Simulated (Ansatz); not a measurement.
# SiGeH3+ (singlet): from Hartree-Fock to the top rungs, cc-pVDZ

One table from this session's results is given with a row withheld; the runs are named, their logs left out.

Program: Ansatz 0.2.0, Gaussian basis. Level of theory: cc-pVDZ, core rule «outside noble gas», up to 19 orbitals frozen. These are calculated values, not measurements.

To be run: UHF; CCSD(T) on RHF; CCSD(T) on UHF; BCCD(T) on RHF; CISD; CCSDT(Q) on RHF; CCSDT(Q) on UHF.

21 further runs of the same task are left out: 2 for a mislabelled method, 9 that didn't finish, 10 set aside as unsound or not needed.

### The system

The geometry is a PBE0/def2-TZVP stationary point (not a proven minimum) of the parent state, kept for this charge and spin. No spin-orbit coupling is included. The filled d shell of Ge may be among the frozen orbitals whatever the setting's name suggests; the logs give the count.

5 atoms, charge 1, spin multiplicity 1.

Atoms are counted from 1 here; the program's logs count them from 0.

Bond lengths: Si1–Ge2 2.352 Å, Si1–H3 1.492 Å, Si1–H4 1.492 Å, Ge2–H5 1.595 Å. Angles: Ge2–Si1–H3 129.6°, Ge2–Si1–H4 123.5°, H3–Si1–H4 106.9°, Si1–Ge2–H5 86.6°.

The first run:

Input file in.yaml:

```yaml
crystal:
  periodic: [false, false, false]
  atoms:
    - {symbol: Si, position_ang: [0.000000, 0.018056, 1.651607]}
    - {symbol: Ge, position_ang: [0.000000, -0.028376, -0.700224]}
    - {symbol: H, position_ang: [0.000000, 1.185718, 2.580640]}
    - {symbol: H, position_ang: [0.000000, -1.209392, 2.499223]}
    - {symbol: H, position_ang: [0.000000, 1.565561, -0.637062]}
basis:
  gaussian: {orbitals: cc-pVDZ}
total_charge: 1
magnetization: {spin_polarized: true, initial_magnetization: 0}
hamiltonian: {xc: hf}
output: {orbitals: {seedname: orbitals}}
```

Started as:

```console
$ ansatz run in.yaml --threads 1 --pin off --events-out ev --progress --plain --max-ram 2393MiB
```

Among the steps run: UHF; CCSD(T) on RHF; CCSD(T) on UHF; BCCD(T) on RHF; CISD; CCSDT(Q) on RHF; CCSDT(Q) on UHF.

One table of the session follows, with a row left open; its other results are not shown here.

```
   method  from RCCSDT(Q) (meV)
      RHF               +5386.7
      UHF               +5244.6
     RMP2               +1321.9
     UMP2               +1429.5
     CISD                     ?
    RCCSD                +165.2
    UCCSD                +186.7
 RCCSD(T)                 +36.9
 UCCSD(T)                 +53.5
  BCCD(T)                 +36.6
   RCCSDT                  +6.9
   UCCSDT                 +12.4
RCCSDT(Q)                     0
UCCSDT(Q)                  +4.4
```

Q: Estimate the row for CISD from the others.

As computed: from RCCSDT(Q) (meV): +597.7. In the column «from RCCSDT(Q) (meV)» it lies between UCCSD (+186.7) and RMP2 (+1321.9).

Caveats from the session: The determinant is far from a pure spin state, so its energy mixes those of several spin states (harmless only where they are near-degenerate, as at dissociation). Restricted and unrestricted rows rest on different reference determinants; where their highest levels disagree by more than a few hundredths of an eV, they describe different states and don't form one ladder.
